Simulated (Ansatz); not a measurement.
# InGaAs2: the cost of one run

Computed with Ansatz 0.2.0 (DFT PBEsol, scalar-relativistic, plane waves, PAW, and further levels as typed in the inputs, unless a step's input says otherwise).

### Step 1. The structure to begin with

It takes space group P-4m2 (No. 115, tetragonal). The conventional cell has a = 4.141 Å, b = 4.141 Å, c = 5.856 Å, α = 90.00°, β = 90.00°, γ = 90.00°. Ga (site symmetry -4m2) has 4 As at 2.54 Å as nearest neighbours. In (site symmetry -4m2) is surrounded by 4 As at 2.54 Å. As (site symmetry 2mm) is surrounded by 2 Ga at 2.54 Å and 2 In at 2.54 Å.

Coordinates:

```cif
data_structure
_symmetry_space_group_name_H-M 'P 1'
_symmetry_Int_Tables_number 1
_cell_length_a 8.2814
_cell_length_b 8.2814
_cell_length_c 8.2814
_cell_angle_alpha 60.000
_cell_angle_beta 60.000
_cell_angle_gamma 60.000
_cell_volume 401.60
loop_
_atom_site_label
_atom_site_type_symbol
_atom_site_fract_x
_atom_site_fract_y
_atom_site_fract_z
_atom_site_occupancy
Ga1 Ga 0.00000 0.00000 0.00000 1
In1 In 0.00000 0.00000 0.50000 1
Ga2 Ga 0.00000 0.50000 0.00000 1
In2 In 0.00000 0.50000 0.50000 1
As1 As 0.12500 0.12500 0.12500 1
As2 As 0.12500 0.12500 0.62500 1
As3 As 0.12500 0.62500 0.12500 1
As4 As 0.12500 0.62500 0.62500 1
In3 In 0.50000 0.00000 0.00000 1
Ga3 Ga 0.50000 0.00000 0.50000 1
In4 In 0.50000 0.50000 0.00000 1
Ga4 Ga 0.50000 0.50000 0.50000 1
As5 As 0.62500 0.12500 0.12500 1
As6 As 0.62500 0.12500 0.62500 1
As7 As 0.62500 0.62500 0.12500 1
As8 As 0.62500 0.62500 0.62500 1
```

### Step 2. Relaxing the atoms: InGaAs2, no spin

input.yaml

```yaml
crystal:
  lattice:
    - [0.0, 5.8558, 5.8558]
    - [5.8558, 0.0, 5.8558]
    - [5.8558, 5.8558, 0.0]
  atoms:
    - { symbol: Ga, position: [0.0, 0.0, 0.0] }
    - { symbol: In, position: [0.0, 0.0, 0.5] }
    - { symbol: Ga, position: [0.0, 0.5, 0.0] }
    - { symbol: In, position: [0.0, 0.5, 0.5] }
    - { symbol: As, position: [0.125, 0.125, 0.125] }
    - { symbol: As, position: [0.125, 0.125, 0.625] }
    - { symbol: As, position: [0.125, 0.625, 0.125] }
    - { symbol: As, position: [0.125, 0.625, 0.625] }
    - { symbol: In, position: [0.5, 0.0, 0.0] }
    - { symbol: Ga, position: [0.5, 0.0, 0.5] }
    - { symbol: In, position: [0.5, 0.5, 0.0] }
    - { symbol: Ga, position: [0.5, 0.5, 0.5] }
    - { symbol: As, position: [0.625, 0.125, 0.125] }
    - { symbol: As, position: [0.625, 0.125, 0.625] }
    - { symbol: As, position: [0.625, 0.625, 0.125] }
    - { symbol: As, position: [0.625, 0.625, 0.625] }
scf:
  occupations: { method: gaussian, width: 0.01 }
output:
  forces: true
  stress: true
hamiltonian:
  xc: pbesol
kpoints:
  mp_grid: { grid: [3, 3, 3] }
relax:
  f_tol: 0.005
```

Run with:

```
$ ansatz run input.yaml --threads 16 --pin off --max-ram 49152MiB --backend cpu --events-out ev --progress --plain --runs-dir out
```

Q: Estimate wall time and peak memory on 16 threads of AMD EPYC (Zen 3), shared host.

About 25 s, with a peak of 1.8 GiB.
